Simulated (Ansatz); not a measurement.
Task: a relaxed scan of one distance of FH₄SiSn, SMILES [F][SnH][SiH3], with Ansatz's Python interface. Give the script and its output. Settings (for the species named): PBE, def2-SVP basis, multiplicity 2.

Contents of `fh4sisn.xyz`:
```text
7

F    -1.71550   -1.64900    1.32570
Sn   -0.30960   -1.47090    0.03620
Si    0.56350    0.88040    0.03230
H    -0.82070   -1.84700   -1.56850
H     1.70110    0.97630   -0.93870
H     1.08970    1.22430    1.39020
H    -0.44730    1.81780   -0.32290
```

`relaxed_scan.py`
```python
import logging
import sys

import ansatz as az
import numpy as np

logging.basicConfig(stream=sys.stdout, format="%(levelname)s:%(name)s:%(message)s")
log = logging.getLogger("run")
log.setLevel(logging.INFO)

BASIS_SET = "def2-SVP"
XC = "pbe"

system = az.Crystal.molecule_from_extxyz("fh4sisn.xyz")

calc = (
    system.calculation()
    .basis(gaussian=BASIS_SET)
    .functional(XC)
    .spin("collinear", total=1)
)
symbols = [site.symbol for site in system.cartesian_sites]
pairs = [(0, 1), (1, 2), (1, 3), (2, 4), (2, 5), (2, 6)]
print("held (A)   E (eV)        ", "  ".join(f"{symbols[i]}{i}-{symbols[j]}{j}" for i, j in pairs))
for length in [1.59, 1.73, 1.86, 2.07, 2.33]:
    report = calc.relax(constraints=[az.DistanceConstraint((1, 3), at=length)], force_tolerance=0.02, max_steps=60).run().report
    xyz = np.array(report["positions_ang"])
    print(f"{length:6.2f} {report['free_energy_ev']:14.5f}  ", "  ".join(f"{np.linalg.norm(xyz[i] - xyz[j]):.3f}" for i, j in pairs))
```

```console
$ python relaxed_scan.py
held (A)   E (eV)         F0-Sn1  Sn1-Si2  Sn1-H3  Si2-H4  Si2-H5  Si2-H6
DeckWarning: relax.constraints: the input's atoms, or those drawn, lie off the distances that are held; a relaxation that starts there is brought onto them ahead of its first SCF, by positions alone, an atom by 6.78e-2 Å at the most. With the symmetry [...]
  1.59   -16478.79377   1.981  2.628  1.590  1.506  1.503  1.507
  1.73   -16478.99791   1.980  2.639  1.730  1.506  1.503  1.507
  1.86   -16478.96498   1.979  2.650  1.860  1.506  1.503  1.507
  2.07   -16478.68183   1.980  2.667  2.070  1.505  1.504  1.506
  2.33   -16478.19937   1.979  2.686  2.330  1.506  1.504  1.505
```
(Warnings from the package without file and line, shortened, repeats left out.)

Caveats:
- Total energies depend on the basis set; only differences at equal settings carry meaning.
- The energies are electronic: no zero-point or thermal terms, and the basis set is short of its limit.
- def2 sets replace the cores of elements past krypton by effective core potentials.
- The species is open-shell (spin multiplicity 2).
- It ran for 2.3 min on 1 thread of Arm Neoverse V1, with other jobs on the host, peak memory 0.24 GiB.
